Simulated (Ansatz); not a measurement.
Bi, space group I4/mmm, a relaxation driven by ASE

With Ansatz 0.2.0, Python API.

Run as a notebook:

In [1]:
```python
import warnings

import ansatz
from ase import Atoms
from ase.calculators.calculator import Calculator, all_changes
from ase.filters import FrechetCellFilter
from ase.optimize import FIRE
from ase.units import GPa
import numpy as np
```

In [2]:
```python
params = {
    'mesh': (6, 6, 6),
    'smearing_width': 0.1,
}


class PlaneWaves(Calculator):
    implemented_properties = ['energy', 'free_energy', 'forces', 'stress']

    def calculate(self, atoms=None, properties=('energy',), system_changes=all_changes):
        super().calculate(atoms, properties, system_changes)
        bare = self.atoms.copy()
        bare.set_constraint()
        bare.set_momenta(None)
        job = (
            ansatz.Crystal.from_ase(bare).calculation()
            .functional(ansatz.Functional.LDA)
            .kpoints(*params['mesh'])
            .occupations(ansatz.OccupationsMethod.COLD, width=params['smearing_width'])
            .forces()
            .stress()
        )
        report = job.run().report
        self.results['free_energy'] = report['lagrangian_ev']
        self.results['energy'] = report.get('lagrangian_sigma0_ev', report['lagrangian_ev'])
        self.results['forces'] = np.array(report['forces_ev_ang'])
        s = -np.array(report['stress_gpa']) * GPa  # ASE counts tension as positive
        self.results['stress'] = s[[0, 1, 2, 1, 0, 0], [0, 1, 2, 2, 2, 1]]

warnings.simplefilter('ignore')
atoms = Atoms(
    ['Bi'],
    cell=[(-4.257482, 4.257482, 1.430564), (4.257482, -4.257482, 1.430564), (4.257482, 4.257482, -1.430564)],
    scaled_positions=[
        (0.0, 0.0, 0.0),
    ],
    pbc=True,
)
atoms.calc = PlaneWaves()
before = atoms.get_potential_energy(), atoms.get_volume()
target = FrechetCellFilter(atoms)
optimiser = FIRE(target, logfile=None)
```

In [3]:
```python
def tell():
    fmax = np.linalg.norm(target.get_forces(), axis=1).max()
    print(f'step {optimiser.nsteps:2d}  E = {atoms.get_potential_energy():.5f} eV  fmax = {fmax:.4f}  V = {atoms.get_volume():.3f} A^3')
```

In [4]:
```python
optimiser.attach(tell)
met = optimiser.run(fmax=0.03, steps=15)
print('threshold met:', bool(met), ' energy gained:', round(before[0] - atoms.get_potential_energy(), 5), 'eV')
print('cell lengths and angles:', np.round(atoms.cell.cellpar(), 3))
np.round(atoms.get_scaled_positions(), 4)
```
```text
step  0  E = -12084.44335 eV  fmax = 1.2674  V = 103.722 A^3
step  1  E = -12084.45317 eV  fmax = 0.2781  V = 104.880 A^3
step  2  E = -12084.44932 eV  fmax = 0.7970  V = 106.111 A^3
step  3  E = -12084.45081 eV  fmax = 0.6649  V = 105.856 A^3
step  4  E = -12084.45285 eV  fmax = 0.4171  V = 105.384 A^3
step  5  E = -12084.45415 eV  fmax = 0.0883  V = 104.756 A^3
step  6  E = -12084.45392 eV  fmax = 0.2561  V = 104.043 A^3
step  7  E = -12084.45397 eV  fmax = 0.2443  V = 104.049 A^3
step  8  E = -12084.45406 eV  fmax = 0.2212  V = 104.060 A^3
step  9  E = -12084.45418 eV  fmax = 0.1880  V = 104.075 A^3
step 10  E = -12084.45431 eV  fmax = 0.1465  V = 104.091 A^3
step 11  E = -12084.45443 eV  fmax = 0.0990  V = 104.103 A^3
step 12  E = -12084.45454 eV  fmax = 0.0820  V = 104.107 A^3
step 13  E = -12084.45462 eV  fmax = 0.0821  V = 104.094 A^3
step 14  E = -12084.45469 eV  fmax = 0.0824  V = 104.054 A^3
step 15  E = -12084.45476 eV  fmax = 0.0920  V = 103.975 A^3
threshold met: False  energy gained: 0.01141 eV
cell lengths and angles: [  6.15    6.15    6.15   93.214  93.214 152.606]
```
Out [4]:
```text
array([[0., 0., 0.]])
```

Reading the output:
- Total energies depend on the potentials; only differences at equal settings carry meaning. A total without «per atom» is that of the whole cell that was run.
- The cell holds an odd number of electrons and is run without spin, so a magnetic state may lie lower.
- The cell holds layers, chains or clusters in vacuum, no bulk phase.
- Points of the mesh across the vacuum add cost only.
- Spin-orbit coupling, which matters for elements this heavy, is left out.
- This isn't the structure that Bi takes at ambient conditions.
- Wall time of the script: 28 s on 1 thread of Arm Neoverse V2, with other jobs on the host, peak memory 0.44 GiB.
